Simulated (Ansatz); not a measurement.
# CH5GaO3: a ladder of functionals and wavefunction methods

An exercise on one series of results from a longer session: the logs are not shown, and one member is left open.

The runs use Ansatz 0.2.0, Gaussian basis; functionals in def2-TZVPP, the program's frozen cores in correlated methods.

The runs, in order: LDA (SPW92), PBE-D4, revPBE-D4, BLYP-D4, r2SCAN-D4, B97M-V, PBE0-D4, B3LYP-D4, r2SCANh-D4, r2SCAN0-D4, HSE06-D4, BHLYP-D4, CAM-B3LYP-D4, LC-ωPBE, ωB97X-V, ωB97M-V, B2PLYP, PBE-QIDH; CCSD(T)/def2-SVP; CCSD(T)/def2-TZVPP; MP2/def2-QZVPP; extrapolation to the limit; RPA on PBE.

**The geometry**

The geometry comes from an earlier relaxation with PBE0-D4 in a triple-zeta def2 set; it is a stationary point, not always the lowest conformer.

SMILES `C[O][Ga]([OH])[OH]`, 10 atoms, charge 0, spin multiplicity 1.

Atoms are counted from 1 here; the program's logs count them from 0.

Bond lengths: C1–O2 1.410 Å, C1–H6 1.095 Å, C1–H7 1.095 Å, C1–H8 1.096 Å, O2–Ga3 1.761 Å, Ga3–O4 1.783 Å, Ga3–O5 1.774 Å, O4–H9 0.959 Å, O5–H10 0.959 Å. Angles: O2–C1–H6 109.4°, O2–C1–H7 109.5°, O2–C1–H8 113.4°, H6–C1–H7 108.1°, H6–C1–H8 108.1°, H7–C1–H8 108.1°, C1–O2–Ga3 122.0°, O2–Ga3–O4 117.5°, O2–Ga3–O5 117.5°, O4–Ga3–O5 125.1°, Ga3–O4–H9 115.0°, Ga3–O5–H10 114.3°.

As a file:

```xyz
10
charge 0, multiplicity 1
C     0.1488   -1.8756    0.2070
O     0.7003   -0.8073   -0.5304
Ga    0.1627    0.8554   -0.3104
O    -1.1160    1.1529    0.8959
O     0.9362    2.1042   -1.3052
H     0.9447   -2.3866    0.7586
H    -0.3073   -2.5970   -0.4791
H    -0.6151   -1.5587    0.9257
H    -1.3809    2.0696    0.9886
H     0.6098    2.9920   -1.1477
```

The first run:

File in.yaml:

```yaml
crystal:
  periodic: [false, false, false]
  atoms:
    - {symbol: C, position_ang: [0.148763, -1.875642, 0.207028]}
    - {symbol: O, position_ang: [0.700348, -0.807288, -0.530392]}
    - {symbol: Ga, position_ang: [0.162725, 0.855363, -0.310441]}
    - {symbol: O, position_ang: [-1.116044, 1.152929, 0.895880]}
    - {symbol: O, position_ang: [0.936205, 2.104222, -1.305182]}
    - {symbol: H, position_ang: [0.944731, -2.386632, 0.758598]}
    - {symbol: H, position_ang: [-0.307287, -2.597015, -0.479098]}
    - {symbol: H, position_ang: [-0.615145, -1.558705, 0.925693]}
    - {symbol: H, position_ang: [-1.380870, 2.069590, 0.988586]}
    - {symbol: H, position_ang: [0.609774, 2.991976, -1.147673]}
basis:
  gaussian: {orbitals: def2-TZVPP}
hamiltonian: {xc: lda}
output: {orbitals: {seedname: orbitals}}
```

On the command line:

```
> ansatz run in.yaml --threads 4 --pin off --events-out ev --progress --plain --max-ram 10444MiB
```

Steps of the session up to this table: LDA; PBE-D4 (GGA); revPBE-D4 (GGA); BLYP-D4 (GGA); r2SCAN-D4 (meta-GGA); B97M-V (meta-GGA); PBE0-D4 (hybrid); B3LYP-D4 (hybrid); r2SCANh-D4 (hybrid); r2SCAN0-D4 (hybrid); HSE06-D4 (hybrid); BHLYP-D4 (hybrid); CAM-B3LYP-D4 (range-separated); LC-ωPBE (range-separated); ωB97X-V (range-separated); ωB97M-V (range-separated); B2PLYP (double hybrid); PBE-QIDH (double hybrid).

One of the session's tables, all rows but one given; the rest of the session is left out.

It belongs to the step «Frontier levels by functional». 

```
  functional  HOMO (eV)  gap (eV)
 LDA (SPW92)      -6.52      4.38
      PBE-D4      -6.35      4.49
   revPBE-D4      -6.28      4.56
     BLYP-D4      -6.27      4.40
   r2SCAN-D4      -6.67      5.19
      B97M-V      -6.77      5.04
     PBE0-D4      -7.91      6.99
    B3LYP-D4      -7.68      6.38
  r2SCANh-D4      -7.26      6.10
  r2SCAN0-D4      -8.14      7.46
    HSE06-D4      -7.50      6.21
    BHLYP-D4          ?         ?
CAM-B3LYP-D4      -9.39      9.33
     LC-ωPBE     -10.73     12.07
     ωB97X-V     -10.39     11.51
     ωB97M-V     -10.33     11.15
```

Estimate the missing values for BHLYP-D4.

Worked estimate for «HOMO (eV)». Against the share of exact exchange, BLYP-D4 (0, -6.27), B3LYP-D4 (0.2, -7.68) give a slope of -7.05 per unit share; at 0.5 the line stands at -9.79.

**Answer.** HOMO (eV): -9.43; gap (eV): 9.28. In «HOMO (eV)» the line misses by -0.36.
